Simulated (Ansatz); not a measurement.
# CH6BNO: molecular dynamics

Aim: follow the molecule's vibrations and see whether its bonds hold. The start is relaxed first. Runs: 300 steps of 1 fs at constant energy, with velocities drawn for 1000 K. SMILES of the start: CB(N)O.

Program: Ansatz 0.2.0. Level of theory: RKS B3LYP/6-31G*. These are calculated values, not measurements.

### 1 The structure to begin with

Bond lengths: B1–N2 1.550 Å, N2–H3 1.060 Å, N2–H4 1.060 Å, B1–C5 1.600 Å, C5–H6 1.110 Å, C5–H7 1.110 Å, C5–H8 1.110 Å, B1–O9 1.410 Å, O9–H10 1.010 Å. Angles: B1–N2–H3 120.0°, B1–N2–H4 120.0°, H3–N2–H4 120.0°, N2–B1–C5 120.0°, N2–B1–O9 120.0°, C5–B1–O9 120.0°, B1–C5–H6 109.5°, B1–C5–H7 109.5°, B1–C5–H8 109.5°, H6–C5–H7 109.4°, H6–C5–H8 109.4°, H7–C5–H8 109.4°, B1–O9–H10 109.5°.

Coordinates:

```xyz
10

B     0.0000    0.0000    0.0000
N     0.0000    0.0000    1.5500
H    -0.8770   -0.2713    2.0800
H     0.8770    0.2713    2.0800
C     1.3856    0.0000   -0.8000
H     1.7152   -1.0462   -0.9702
H     1.2491    0.5080   -1.7774
H     2.1552    0.5381   -0.2082
O    -1.2211    0.0000   -0.7050
H    -1.7308   -0.8467   -0.4965
```

### 2 Relaxing the start

Contents of input.yaml:

```yaml
crystal:
  periodic: [false, false, false]
  atoms:
    - { symbol: B, position_ang: [0.0, 0.0, 0.0] }
    - { symbol: "N", position_ang: [0.0, 0.0, 1.55] }
    - { symbol: H, position_ang: [-0.877, -0.2713, 2.08] }
    - { symbol: H, position_ang: [0.877, 0.2713, 2.08] }
    - { symbol: C, position_ang: [1.3856, 0.0, -0.8] }
    - { symbol: H, position_ang: [1.7152, -1.0462, -0.9702] }
    - { symbol: H, position_ang: [1.2491, 0.508, -1.7774] }
    - { symbol: H, position_ang: [2.1552, 0.5381, -0.2082] }
    - { symbol: O, position_ang: [-1.2211, 0.0, -0.705] }
    - { symbol: H, position_ang: [-1.7308, -0.8467, -0.4965] }
basis:
  gaussian: { orbitals: "6-31G*" }
hamiltonian:
  xc: b3lyp
relax:
  f_tol: 0.02
  max_steps: 40
```

On the command line:

```
$ ansatz run input.yaml --threads 1 --pin off --max-ram 2048MiB --backend cpu --events-out ev --progress --plain --runs-dir out
```

After this run come: Dynamics.

Before running it: what results should come out? Wanted: relaxation of the start; temperature, first and last step; temperature, second half; potential energy, second half; largest change of the total energy; bonds formed or broken.

The runs gave:

| quantity | value |
| --- | --- |
| relaxation of the start | 7 moves, 0.866 eV lower |
| length | 300 steps of 1 fs |
| temperature, first and last step | 1000 and 312 K |
| temperature, second half | mean 496 K, from 240 to 711 K |
| potential energy, second half | +53 meV/atom from the start |
| largest change of the total energy | 0.88 meV/atom |
| bonds formed or broken | 0 |

What this shows: The temperature starts at 1000 K and averages 496 K in the second half, where it ranges from 240 to 711 K. About half is expected from a start at a minimum: kinetic energy passes into potential energy until both shares match. The total energy strays from its start by at most 0.88 meV/atom, 1.7 % of the mean kinetic energy, so a step of 1 fs is short enough over this time. The bonding pattern survives the run. Averages from a run of 300 fs with 10 atoms are rough.
